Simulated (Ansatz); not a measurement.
# C₂H₆SSi: vertical ionisation energy

Aim: the vertical ionisation energy of C₂H₆SSi, as cation minus neutral at the neutral's geometry, on several levels, and how well −ε(HOMO) stands in for it.

Program: Ansatz 0.2.0, Gaussian basis. Level of theory: unrestricted cation, the program's frozen cores in correlated methods. These are calculated values, not measurements.

The runs, in order: UKS PBE-D4/def2-TZVPP; UKS r2SCAN-D4/def2-TZVPP; UKS PBE0-D4/def2-TZVPP; UKS B3LYP-D4/def2-TZVPP; UKS wB97X-V/def2-TZVPP; UKS wB97M-V/def2-TZVPP; UKS B2PLYP/def2-TZVPP; UHF-CCSD(T)/def2-TZVPP; UHF-MP2/def2-QZVPP; extrapolation to the limit; then −ε(HOMO) from the neutral's earlier runs with LDA (SPW92), PBE-D4, revPBE-D4, BLYP-D4, r2SCAN-D4, B97M-V, PBE0-D4, B3LYP-D4, r2SCANh-D4, r2SCAN0-D4, HSE06-D4, BHLYP-D4, CAM-B3LYP-D4, LC-ωPBE, ωB97X-V, ωB97M-V.

## (1) The geometry

All runs share one geometry, relaxed beforehand with PBE0-D4 in a triple-zeta def2 set.

10 atoms, charge 0, spin multiplicity 1.

Atoms are counted from 1 here; the program's logs count them from 0.

Bond lengths: C1–C2 1.525 Å, C1–H5 1.093 Å, C1–H6 1.093 Å, C1–H7 1.093 Å, C2–Si3 1.909 Å, C2–H8 1.098 Å, C2–H9 1.098 Å, Si3–S4 2.136 Å, S4–H10 1.348 Å. Angles: C2–C1–H5 111.8°, C2–C1–H6 111.4°, C2–C1–H7 111.4°, H5–C1–H6 107.4°, H5–C1–H7 107.5°, H6–C1–H7 107.0°, C1–C2–Si3 113.6°, C1–C2–H8 110.9°, C1–C2–H9 110.9°, Si3–C2–H8 107.5°, Si3–C2–H9 107.8°, H8–C2–H9 105.7°, C2–Si3–S4 99.6°, Si3–S4–H10 100.8°.

## (2) Cation, UKS PBE-D4/def2-TZVPP

in.yaml reads:

```yaml
crystal:
  periodic: [false, false, false]
  atoms:
    - {symbol: C, position_ang: [0.504179, 1.430569, 0.056699]}
    - {symbol: C, position_ang: [-0.155016, 0.059626, -0.045087]}
    - {symbol: Si, position_ang: [1.014937, -1.386412, 0.384528]}
    - {symbol: S, position_ang: [-0.317411, -3.027579, 0.079376]}
    - {symbol: H, position_ang: [-0.193374, 2.235483, -0.188755]}
    - {symbol: H, position_ang: [1.355681, 1.515884, -0.623593]}
    - {symbol: H, position_ang: [0.880626, 1.619150, 1.065611]}
    - {symbol: H, position_ang: [-1.022855, -0.008017, 0.624187]}
    - {symbol: H, position_ang: [-0.546071, -0.113304, -1.056134]}
    - {symbol: H, position_ang: [-1.437598, -2.376501, -0.293831]}
basis:
  gaussian: {orbitals: def2-TZVPP}
total_charge: 1
magnetization: {spin_polarized: true, initial_magnetization: 1}
hamiltonian: {xc: pbe, dispersion: d4}
```

Run with:

```sh
$ ansatz run in.yaml --threads 2 --pin off --events-out ev --progress --plain --max-ram 32768MiB --backend cpu
```

The program printed:

```text
Functional definition: PBE
  name "PBE"
  cite "Perdew, Burke & Ernzerhof, Phys. Rev. Lett. 77, 3865 (1996) doi:10.1103/PhysRevLett.77.3865"
  parent pbe
  parameter kappa = 0.804
  parameter beta = 0.06672455060314922
  exchange = pbe_x(kappa = kappa, mu = beta*pi^2/3)
  correlation = pbe_c(beta = beta)
1286 factors; their error is unknown
mean field evaluation 1: about -20842.8082 eV, gradient 6.8e1 eV
mean field evaluation 2: about -20708.1701 eV, gradient 1.3e2 eV
mean field evaluation 4: about -20864.4474 eV, gradient 1.7e1 eV
mean field evaluation 8: about -20866.0160 eV, gradient 3.9e-1 eV
mean field evaluation 16: about -20865.9819 eV, gradient 1.3e-3 eV
mean field evaluation 32: about -20865.3487 eV, gradient 2.6e0 eV
mean field -20865.98194171 eV, -766.8106928875 hartree, gradient 1.5e-5 eV, S^2 0.756274; 2 other end points of the search recorded, 0 dependent functions left out
reference -20865.98198215 eV, -766.8106943735 hartree; 24, 23 occupied and 206, 207 virtual orbitals, 1286 factors
Total energy: -20866.18190272 eV, -766.8180413188 hartree
```

Wall time 12 s (2 threads, shared host).

Less the neutral's -20874.5496 eV (earlier run), this gives 8.368 eV. ⟨S²⟩ = 0.756.

## (3) Cation, UKS r2SCAN-D4/def2-TZVPP

Edit in.yaml of step 2 so:

```diff
@@ -17,2 +17,2 @@
 magnetization: {spin_polarized: true, initial_magnetization: 1}
-hamiltonian: {xc: pbe, dispersion: d4}
+hamiltonian: {xc: r2scan, dispersion: d4}
```

Launched as before.

The program printed:

```text
Functional definition: r2SCAN
  name "r2SCAN"
  cite "Furness, Kaplan, Ning, Perdew & Sun, J. Phys. Chem. Lett. 11, 8208 (2020) doi:10.1021/acs.jpclett.0c02405"
  cite "Furness, Kaplan, Ning, Perdew & Sun, J. Phys. Chem. Lett. 11, 9248 (2020) doi:10.1021/acs.jpclett.0c03077"
  parent r2scan
  parameter k0 = 0.174
  parameter k1 = 0.065
  parameter a1 = 4.9479
  exchange = r2scan_x(k0 = k0, k1 = k1, a1 = a1)
  correlation = r2scan_c
1286 factors; their error is unknown
mean field evaluation 1: about -20855.4757 eV, gradient 6.2e1 eV
mean field evaluation 2: about -20748.2559 eV, gradient 1.2e2 eV
mean field evaluation 4: about -20874.1447 eV, gradient 1.2e1 eV
mean field evaluation 8: about -20874.8836 eV, gradient 3.5e-1 eV
mean field evaluation 16: about -20874.8482 eV, gradient 2.0e-3 eV
mean field -20874.84819075 eV, -767.1365215298 hartree, gradient 4.0e-5 eV, S^2 0.760324; 1 other end points of the search recorded, 0 dependent functions left out
reference -20874.84820516 eV, -767.1365220595 hartree; 24, 23 occupied and 206, 207 virtual orbitals, 1286 factors
Total energy: -20874.89525509 eV, -767.1382511124 hartree
```

Wall time 18 s (2 threads, shared host).

The neutral molecule at this level: -20883.2414 eV. Difference: 8.346 eV. ⟨S²⟩ = 0.760.

## (4) Cation, UKS PBE0-D4/def2-TZVPP

Edit in.yaml of step 3 so:

```diff
@@ -17,2 +17,2 @@
 magnetization: {spin_polarized: true, initial_magnetization: 1}
-hamiltonian: {xc: r2scan, dispersion: d4}
+hamiltonian: {xc: pbe0, dispersion: d4}
```

Same command.

The program printed:

```text
Functional definition: PBE0
  name "PBE0"
  cite "Adamo & Barone, J. Chem. Phys. 110, 6158 (1999) doi:10.1063/1.478522"
  cite "Perdew, Burke & Ernzerhof, Phys. Rev. Lett. 77, 3865 (1996) doi:10.1103/PhysRevLett.77.3865"
  parent pbe
  parameter a = 0.25
  parameter kappa = 0.804
  parameter beta = 0.06672455060314922
  exchange = (1 - a)*pbe_x(kappa = kappa, mu = beta*pi^2/3) + a*exact_x
  correlation = pbe_c(beta = beta)
1320 factors; their error is unknown
mean field evaluation 1: about -20852.1621 eV, gradient 5.6e1 eV
mean field evaluation 2: about -20786.2877 eV, gradient 1.0e2 eV
mean field evaluation 4: about -20867.5678 eV, gradient 7.2e0 eV
mean field evaluation 8: about -20867.8555 eV, gradient 2.6e-1 eV
mean field evaluation 16: about -20867.8735 eV, gradient 5.5e-3 eV
mean field -20867.87351281 eV, -766.8802068429 hartree, gradient 3.9e-5 eV, S^2 0.758276; 0 other end points of the search recorded, 0 dependent functions left out
reference -20867.87354299 eV, -766.8802079523 hartree; 24, 23 occupied and 206, 207 virtual orbitals, 1320 factors
Total energy: -20868.04205825 eV, -766.8864007737 hartree
```

Wall time 12 s (2 threads, shared host); peak memory 0.76 GiB.

Less the neutral's -20876.4991 eV (earlier run), this gives 8.457 eV. ⟨S²⟩ = 0.758.

## (5) Cation, UKS B3LYP-D4/def2-TZVPP

Edit in.yaml of step 4 so:

```diff
@@ -17,2 +17,2 @@
 magnetization: {spin_polarized: true, initial_magnetization: 1}
-hamiltonian: {xc: pbe0, dispersion: d4}
+hamiltonian: {xc: {name: B3LYP}, dispersion: d4}
```

Same command.

The program printed (excerpt; [...] marks lines left out):

```text
Functional definition: B3LYP
  name "B3LYP"
  cite "Stephens, Devlin, Chabalowski & Frisch, J. Phys. Chem. 98, 11623 (1994) doi:10.1021/j100096a001"
  cite "Becke, Phys. Rev. A 38, 3098 (1988) doi:10.1103/PhysRevA.38.3098"
  cite "Lee, Yang & Parr, Phys. Rev. B 37, 785 (1988) doi:10.1103/PhysRevB.37.785"
  cite "Vosko, Wilk & Nusair, Can. J. Phys. 58, 1200 (1980) doi:10.1139/p80-159"
[...]
1301 factors; their error is unknown
[...]
mean field -20878.81375479 eV, -767.2822533202 hartree, gradient 7.0e-5 eV, S^2 0.755933; 0 other end points of the search recorded, 0 dependent functions left out
reference -20878.81401144 eV, -767.2822627518 hartree; 24, 23 occupied and 206, 207 virtual orbitals, 1301 factors
Total energy: -20879.13970798 eV, -767.2942318789 hartree
```

It took 12 s on 2 threads, shared host; peak memory 0.75 GiB.

The neutral molecule at this level: -20887.6930 eV. Difference: 8.553 eV. ⟨S²⟩ = 0.756.

## (6) Cation, UKS wB97X-V/def2-TZVPP

Edit in.yaml of step 5 so:

```diff
@@ -17,2 +17,2 @@
 magnetization: {spin_polarized: true, initial_magnetization: 1}
-hamiltonian: {xc: {name: B3LYP}, dispersion: d4}
+hamiltonian: {xc: {name: wB97X-V}}
```

Same command.

The program printed (excerpt; [...] marks lines left out):

```text
Functional definition: wB97X-V
  name "wB97X-V"
  cite "Mardirossian & Head-Gordon, Phys. Chem. Chem. Phys. 16, 9904 (2014) doi:10.1039/C3CP54374A"
  cite "Becke, J. Chem. Phys. 107, 8554 (1997) doi:10.1063/1.475007"
  cite "Vydrov & Van Voorhis, J. Chem. Phys. 133, 244103 (2010) doi:10.1063/1.3521275"
[...]
      + integral(e_c_pw_opposite_spin*poly(b97_u_opposite, cos0, cos1)) + vv10(b, c)
1296 factors; their error is unknown
300 factors; integrals over basis functions are off by at most 1.1e-5 eV
[...]
mean field -20873.93479216 eV, -767.1029547506 hartree, gradient 7.5e-5 eV, S^2 0.756406; 0 other end points of the search recorded, 0 dependent functions left out
reference -20873.93479062 eV, -767.1029546941 hartree; 24, 23 occupied and 206, 207 virtual orbitals, 1296 factors
Total energy: -20873.93479062 eV, -767.1029546941 hartree
```

Wall time 24 s (2 threads, shared host); peak memory 0.98 GiB.

Less the neutral's -20882.5092 eV (earlier run), this gives 8.574 eV. ⟨S²⟩ = 0.756.

## (7) Cation, UKS wB97M-V/def2-TZVPP

Edit in.yaml of step 6 so:

```diff
@@ -17,2 +17,2 @@
 magnetization: {spin_polarized: true, initial_magnetization: 1}
-hamiltonian: {xc: {name: wB97X-V}}
+hamiltonian: {xc: {name: wB97M-V}}
```

Same command.

The program printed (excerpt; [...] marks lines left out):

```text
Functional definition: wB97M-V
  name "wB97M-V"
  cite "Mardirossian & Head-Gordon, J. Chem. Phys. 144, 214110 (2016) doi:10.1063/1.4952647"
  cite "Becke, J. Chem. Phys. 107, 8554 (1997) doi:10.1063/1.475007"
  cite "Vydrov & Van Voorhis, J. Chem. Phys. 133, 244103 (2010) doi:10.1063/1.3521275"
  # Of w^i u^j: cxij and so on, Table III.
[...]
  gx(w, u) = 1 - cx + cx01*u + cx10*w
  gss(w, u) = css00 + css04*u^4 + css10*w + css20*w^2 + css43*w^4*u^3
  gos(w, u) = cos00 + cos10*w + (cos20 + cos21*u)*w^2 + (cos60 + cos61*u)*w^6
[...]
      + integral(e_c_pw_mod_opposite_spin*gos(b97_w_opposite, b97_u_opposite)) + vv10(b, c)
1296 factors; their error is unknown
300 factors; integrals over basis functions are off by at most 1.1e-5 eV
[...]
mean field -20875.10068693 eV, -767.1458005931 hartree, gradient 6.3e-5 eV, S^2 0.754856; 0 other end points of the search recorded, 0 dependent functions left out
reference -20875.10073408 eV, -767.1458023258 hartree; 24, 23 occupied and 206, 207 virtual orbitals, 1296 factors
Total energy: -20875.10073408 eV, -767.1458023258 hartree
```

It took 30 s on 2 threads, shared host; peak memory 1 GiB.

The neutral molecule at this level: -20883.6911 eV. Difference: 8.590 eV. ⟨S²⟩ = 0.755.

## (8) Cation, UKS B2PLYP (frozen core)/def2-TZVPP

Edit in.yaml of step 7 so:

```diff
@@ -17,2 +17,2 @@
 magnetization: {spin_polarized: true, initial_magnetization: 1}
-hamiltonian: {xc: {name: wB97M-V}}
+hamiltonian: {xc: {name: B2PLYP}}
```

Launched as before.

The program printed (excerpt; [...] marks lines left out):

```text
Functional definition: B2PLYP
  name "B2PLYP"
  cite "Grimme, J. Chem. Phys. 124, 034108 (2006) doi:10.1063/1.2148954"
  cite "Becke, Phys. Rev. A 38, 3098 (1988) doi:10.1103/PhysRevA.38.3098"
  cite "Lee, Yang & Parr, Phys. Rev. B 37, 785 (1988) doi:10.1103/PhysRevB.37.785"
[...]
1315 factors; integrals over basis functions are off by at most 9.0e-4 eV
[...]
mean field -20863.30848850 eV, -766.7124452939 hartree, gradient 9.0e-6 eV, S^2 0.760891; 2 other end points of the search recorded, 0 dependent functions left out
12 core orbitals not correlated: weight in the atoms' cores, before any rotation towards them, 1.000 or more for the frozen orbitals, at most 0.000 for the correlated occupied ones
reference -20863.30865050 eV, -766.7124512475 hartree; 12, 11 occupied and 206, 207 virtual orbitals, 1315 factors
second order -20.18253446 eV of doubles, -0.00000000 eV of singles
Total energy: -20868.75793481 eV, -766.9127087521 hartree
```

Wall time 28 s (2 threads, shared host); peak memory 0.78 GiB.

Less the neutral's -20877.2349 eV (earlier run), this gives 8.477 eV. ⟨S²⟩ = 0.761.

## (9) Cation, UHF-CCSD(T)/def2-TZVPP

Edit in.yaml of step 8 so:

```diff
@@ -17,2 +17,3 @@
 magnetization: {spin_polarized: true, initial_magnetization: 1}
-hamiltonian: {xc: {name: B2PLYP}}
+correlation: {method: ccsd_t}
+scf: {omitted_lower_state_checks: [cluster_reference]}
```

Run with:

```sh
$ ansatz run in.yaml --threads 2 --pin off --events-out ev --progress --plain --max-ram 32768MiB --backend cuda --devices 0, --max-vram 18GiB
```

The program printed (excerpt; [...] marks lines left out):

```text
Functional definition: HF
  name "HF"
  cite "Fock, Z. Phys. 61, 126 (1930) doi:10.1007/BF01340294"
  parent pbe
[...]
1315 factors; integrals over basis functions are off by at most 9.0e-4 eV
[...]
mean field -20829.07024629 eV, -765.4542131002 hartree, gradient 1.8e-6 eV, S^2 0.769394; 4 other end points of the search recorded, 0 dependent functions left out
12 core orbitals not correlated: weight in the atoms' cores, before any rotation towards them, 1.000 or more for the frozen orbitals, at most 0.000 for the correlated occupied ones
reference -20829.07024629 eV, -765.4542131002 hartree; 12, 11 occupied and 206, 207 virtual orbitals, 1315 factors
second order -16.33706313 eV of doubles, -0.00000000 eV of singles
cycle   1  -17.20865704 eV  change   -8.7e-1 eV  update   9.8e-2
[...]
cycle  14  -17.77286971 eV  change    2.5e-6 eV  update   9.4e-6
perturbative correction -0.81110734 eV, -0.0298076450 hartree
Total energy: -20847.65422334 eV, -766.1371616601 hartree
Checks for a lower state left out: cluster_reference
```

Wall time 1.9 min (1 × H100 (card shared with other runs) with 2 threads, shared host); peak host memory 1.1 GiB.

The neutral molecule at this level: -20856.2521 eV. Difference: 8.598 eV. ⟨S²⟩ = 0.769. T1 = 0.018 (report).

## (10) Cation, UHF-MP2/def2-QZVPP

Edit in.yaml of step 9 so:

```diff
@@ -14,6 +14,6 @@
 basis:
-  gaussian: {orbitals: def2-TZVPP}
+  gaussian: {orbitals: "def2-QZVPP.json"}
 total_charge: 1
 magnetization: {spin_polarized: true, initial_magnetization: 1}
-correlation: {method: ccsd_t}
+correlation: {method: mp2}
 scf: {omitted_lower_state_checks: [cluster_reference]}
```

The command is unchanged.

The program printed (excerpt; [...] marks lines left out):

```text
Functional definition: HF
  name "HF"
  cite "Fock, Z. Phys. 61, 126 (1930) doi:10.1007/BF01340294"
  parent pbe
[...]
2552 factors; integrals over basis functions are off by at most 8.8e-4 eV
[...]
mean field -20829.70929673 eV, -765.4776977706 hartree, gradient 1.6e-6 eV, S^2 0.769670; 5 other end points of the search recorded, 0 dependent functions left out
12 core orbitals not correlated: weight in the atoms' cores, before any rotation towards them, 1.000 or more for the frozen orbitals, at most 0.000 for the correlated occupied ones
reference -20829.70929673 eV, -765.4776977706 hartree; 12, 11 occupied and 410, 411 virtual orbitals, 2552 factors
second order -17.51428057 eV of doubles, -0.00000000 eV of singles
Total energy: -20847.22357729 eV, -766.1213357098 hartree
Checks for a lower state left out: cluster_reference
```

It took 31 s on 1 × H100 (card shared with other runs) with 2 threads, shared host; peak host memory 0.95 GiB.

## (11) From triple and quadruple zeta to the limit

No new run: Hartree-Fock is extrapolated as exp(−7.88√X) and correlation as X^−2.97, with X = 3 and 4; only MP2 was run in the larger set, so CCSD(T) minus MP2 is added from the smaller one.

| level | energy at the limit (eV) |
| --- | --- |
| HF | -20829.7973 |
| MP2 | -20848.1836 |
| CCSD | -20849.6194 |
| CCSD(T) | -20850.4305 |

The neutral's limit, from its own earlier runs, is -20859.1506 eV in the additive form (MP2 limit plus CCSD(T) minus MP2 in triple zeta), in which the cation has -20850.4305 eV.

## (12) Ionisation energies side by side

```csv
method,ionisation energy (eV),from CCSD(T)/CBS (eV),time
PBE-D4,8.37,-0.35,16 s
r2SCAN-D4,8.35,-0.37,28 s
PBE0-D4,8.46,-0.26,18 s
B3LYP-D4,8.55,-0.17,22 s
ωB97X-V,8.57,-0.15,36 s
ωB97M-V,8.59,-0.13,49 s
B2PLYP,8.48,-0.24,38 s
HF/def2-TZVPP,7.61,-1.11,
MP2/def2-TZVPP,8.53,-0.19,
CCSD/def2-TZVPP,8.58,-0.14,
CCSD(T)/def2-TZVPP,8.60,-0.12,2.1 min (GPU)
CCSD(T)/CBS,8.72,0,3.1 min (GPU)
```

Some runs used a GPU and others CPU threads alone; cost is compared among the CPU runs only.

Among the levels timed on like hardware, those that no quicker one beats, quickest first: PBE-D4 (16 s, -0.35 eV); PBE0-D4 (18 s, -0.26 eV); B3LYP-D4 (22 s, -0.17 eV); ωB97X-V (36 s, -0.15 eV); ωB97M-V (49 s, -0.13 eV).

Times add the cation's run and the neutral's; HF, MP2 and CCSD come out of the CCSD(T) runs.

For comparison, −ε(HOMO) of the neutral from earlier runs:

| functional | −ε(HOMO) (eV) | by energy difference (eV) |
| --- | --- | --- |
| LDA (SPW92) | 5.55 |  |
| PBE-D4 | 5.45 | 8.37 |
| revPBE-D4 | 5.41 |  |
| BLYP-D4 | 5.32 |  |
| r2SCAN-D4 | 5.64 | 8.35 |
| B97M-V | 5.71 |  |
| PBE0-D4 | 6.49 | 8.46 |
| B3LYP-D4 | 6.32 | 8.55 |
| r2SCANh-D4 | 6.03 |  |
| r2SCAN0-D4 | 6.61 |  |
| HSE06-D4 | 6.10 |  |
| BHLYP-D4 | 7.43 |  |
| CAM-B3LYP-D4 | 7.77 |  |
| LC-ωPBE | 9.04 |  |
| ωB97X-V | 8.73 | 8.57 |
| ωB97M-V | 8.57 | 8.59 |

## (13) What came out

| quantity | value |
| --- | --- |
| ionisation energy, CCSD(T)/CBS | 8.72 eV |
| nearest functional by difference | ωB97M-V (-0.13 eV) |
| nearest −ε(HOMO) | ωB97X-V (+0.01 eV) |
| −ε(HOMO) of PBE | 5.45 eV |
| T1 of the cation | 0.018 |

**Reading.** Energy differences with functionals land within 0.37 eV of the reference. The PBE orbital energy is 3.3 eV too small: a semilocal HOMO is no ionisation energy. Among orbital estimates ωB97X-V comes nearest. Hartree-Fock falls 1.11 eV short, as the neutral has more correlation energy than the cation.

ωB97M-V reaches 0.13 eV from the reference in 49 s; the quickest level in the cost chart, PBE-D4, takes 16 s and misses by 0.35 eV.
